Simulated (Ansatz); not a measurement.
# CH9FO2Si: the cost of one run

Program: Ansatz 0.2.0. Level of theory: UKS PBE0-D4/STO-3G. These are calculated values, not measurements.

## Step 1: The starting structure

Bond lengths: Si1–O3 1.614 Å, O3–C4 1.395 Å, Si1–H5 1.455 Å, Si1–H6 1.472 Å, Si1–O8 2.065 Å, C4–H11 1.091 Å, C4–H12 1.092 Å, C4–H13 1.093 Å, O8–H14 0.954 Å. Angles: Si1–O3–C4 133.0°, O3–Si1–H5 130.1°, O3–Si1–H6 92.4°, O3–Si1–O8 116.1°, H5–Si1–H6 106.1°, H5–Si1–O8 110.5°, H6–Si1–O8 88.3°, O3–C4–H11 107.7°, O3–C4–H12 110.7°, O3–C4–H13 111.2°, H11–C4–H12 109.2°, H11–C4–H13 109.3°, H12–C4–H13 108.7°, Si1–O8–H14 109.7°.

Structure file:

```xyz
14

Si   -0.0375    0.8224    0.8472
H     1.2349   -0.0793   -0.1971
O    -1.0348    0.8379   -0.4223
C    -0.8277    0.7195   -1.7964
H     1.0996    1.6756    1.1574
H    -1.1104    1.2203    1.7735
H     0.7756   -1.7824    1.1714
O     0.0997   -0.9656    1.8720
H     1.4751   -1.0284   -0.1649
F     1.4468   -2.1660    0.2501
H    -1.7840    0.8890   -2.2925
H    -0.1067    1.4628   -2.1443
H    -0.4580   -0.2759   -2.0558
H    -0.7728   -1.3300    2.0016
```

## Step 2: Run 1

150 steps of 0.5 fs at constant energy, with velocities drawn for 600 K.

input.yaml

```yaml
crystal:
  periodic: [false, false, false]
  atoms:
    - { symbol: Si, position_ang: [-0.0375, 0.8224, 0.8472] }
    - { symbol: H, position_ang: [1.2349, -0.0793, -0.1971] }
    - { symbol: O, position_ang: [-1.0348, 0.8379, -0.4223] }
    - { symbol: C, position_ang: [-0.8277, 0.7195, -1.7964] }
    - { symbol: H, position_ang: [1.0996, 1.6756, 1.1574] }
    - { symbol: H, position_ang: [-1.1104, 1.2203, 1.7735] }
    - { symbol: H, position_ang: [0.7756, -1.7824, 1.1714] }
    - { symbol: O, position_ang: [0.0997, -0.9656, 1.872] }
    - { symbol: H, position_ang: [1.4751, -1.0284, -0.1649] }
    - { symbol: F, position_ang: [1.4468, -2.166, 0.2501] }
    - { symbol: H, position_ang: [-1.784, 0.889, -2.2925] }
    - { symbol: H, position_ang: [-0.1067, 1.4628, -2.1443] }
    - { symbol: H, position_ang: [-0.458, -0.2759, -2.0558] }
    - { symbol: H, position_ang: [-0.7728, -1.33, 2.0016] }
magnetization:
  spin_polarized: true
basis:
  gaussian: { orbitals: STO-3G }
hamiltonian:
  xc: pbe0
  dispersion: d4
md:
  timestep: 0.5
  n_steps: 150
  ensemble: nve
  temperature: 600.0
  initial_velocities: maxwell_boltzmann
  seed: 90285
```

On the command line:

```sh
ansatz run input.yaml --threads 1 --pin off --max-ram 2048MiB --backend cpu --events-out ev --progress --plain --runs-dir out
```

**Question.** How long does this run take on 1 thread of an Arm CPU, shared host, and how much memory does it need?

About 10 min, with a peak of 0.13 GiB.
